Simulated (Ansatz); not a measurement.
Task: a relaxation driven by ASE of Zn, space group Im-3m, with Ansatz 0.2.0, Python API. Give the script and its output. Level of theory (first run): PBEsol, PAW, cutoff 550 eV, 8×8×8 k-points, Methfessel-Paxton smearing of 0.05 eV, D3BJ dispersion.

```
CELL_PARAMETERS angstrom
-1.56904 1.56904 1.56904
1.56904 -1.56904 1.56904
1.56904 1.56904 -1.56904
ATOMIC_POSITIONS crystal
Zn 0.00000 0.00000 0.00000
```

`ase_relax_zn.py`
```python
# -*- coding: utf-8 -*-
"""Relax Zn with an ASE optimiser on Ansatz forces."""

import warnings

import ansatz as az
from ase import Atoms
from ase.calculators.calculator import Calculator, all_changes
from ase.filters import FrechetCellFilter
from ase.optimize import FIRE
from ase.units import GPa
import numpy as np


class AnsatzEngine(Calculator):
    implemented_properties = ["energy", "free_energy", "forces", "stress"]

    def calculate(self, atoms=None, properties=("energy",), system_changes=all_changes):
        super().calculate(atoms, properties, system_changes)
        bare = self.atoms.copy()
        bare.set_constraint()
        bare.set_momenta(None)
        job = (
            az.Crystal.from_ase(bare).calculation()
            .functional("pbesol", dispersion="d3bj")
            .basis(550)
            .kpoints(8, 8, 8)
            .occupations(az.OccupationsMethod.METHFESSEL_PAXTON, width=0.05)  # smearing steadies the SCF of a metal
            .forces()  # minus the gradient of the free energy
            .stress()  # GPa
        )
        report = job.run().report
        self.results["energy"] = self.results["free_energy"] = report["lagrangian_ev"]
        self.results["forces"] = np.array(report["forces_ev_ang"])
        s = -np.array(report["stress_gpa"]) * GPa  # ASE counts tension as positive
        self.results["stress"] = s[[0, 1, 2, 1, 0, 0], [0, 1, 2, 2, 2, 1]]

warnings.simplefilter("ignore")
atoms = Atoms(
    ["Zn"],
    cell=[(-1.569037, 1.569037, 1.569037), (1.569037, -1.569037, 1.569037), (1.569037, 1.569037, -1.569037)],
    scaled_positions=[
        (0.0, 0.0, 0.0),
    ],
    pbc=True,
)
atoms.rattle(0.04, seed=6)
atoms.calc = AnsatzEngine()
before = atoms.get_potential_energy(), atoms.get_volume()
target = FrechetCellFilter(atoms)
optimiser = FIRE(target, logfile=None)


def tell():
    fmax = np.linalg.norm(target.get_forces(), axis=1).max()
    print(f"step {optimiser.nsteps:2d}  E = {atoms.get_potential_energy():.5f} eV  fmax = {fmax:.4f}  V = {atoms.get_volume():.3f} A^3")


optimiser.attach(tell)
met = optimiser.run(fmax=0.03, steps=12)
print("threshold met:", bool(met), " energy gained:", round(before[0] - atoms.get_potential_energy(), 5), "eV")
print("cell lengths and angles:", np.round(atoms.cell.cellpar(), 3))
print(np.round(atoms.get_scaled_positions(), 4))
```

```console
$ python ase_relax_zn.py
step  0  E = -3281.13342 eV  fmax = 0.9474  V = 15.451 A^3
step  1  E = -3281.15790 eV  fmax = 0.7698  V = 15.018 A^3
step  2  E = -3281.19111 eV  fmax = 0.5120  V = 14.264 A^3
step  3  E = -3281.20698 eV  fmax = 0.0538  V = 13.341 A^3
step  4  E = -3281.20700 eV  fmax = 0.0500  V = 13.347 A^3
step  5  E = -3281.20703 eV  fmax = 0.0428  V = 13.357 A^3
step  6  E = -3281.20708 eV  fmax = 0.0326  V = 13.372 A^3
step  7  E = -3281.20711 eV  fmax = 0.0203  V = 13.390 A^3
threshold met: True  energy gained: 0.07369 eV
cell lengths and angles: [  2.591   2.591   2.591 109.471 109.471 109.471]
[[0.0121 0.9988 0.0053]]
```

Notes:
- Total energies depend on the potentials; only differences at equal settings carry meaning. A total without «per atom» is that of the cell as typed.
- Dispersion corrections can be off by several per cent in the lattices of metals, and by several GPa in the pressure at a fixed cell.
- The calculator gives ASE the free energy under both names; ASE's own meaning of energy is the limit of zero smearing.
- The mesh is modest for a metal, so energies can be off by several to tens of meV an atom and pressures by half a GPa or more; differences at equal mesh fare better.
- At these settings the cell as given stands under about -10 GPa, so it isn't at this functional's equilibrium volume.
- This isn't the structure that Zn takes at ambient conditions.
- The whole script took 5.3 s on 1 thread of AMD EPYC 7R43 64-Core Processor (Zen 3), with other jobs on the host, peak memory 0.41 GiB.

(A comment or docstring line of the script was reworded after the run, the code is as it ran.)
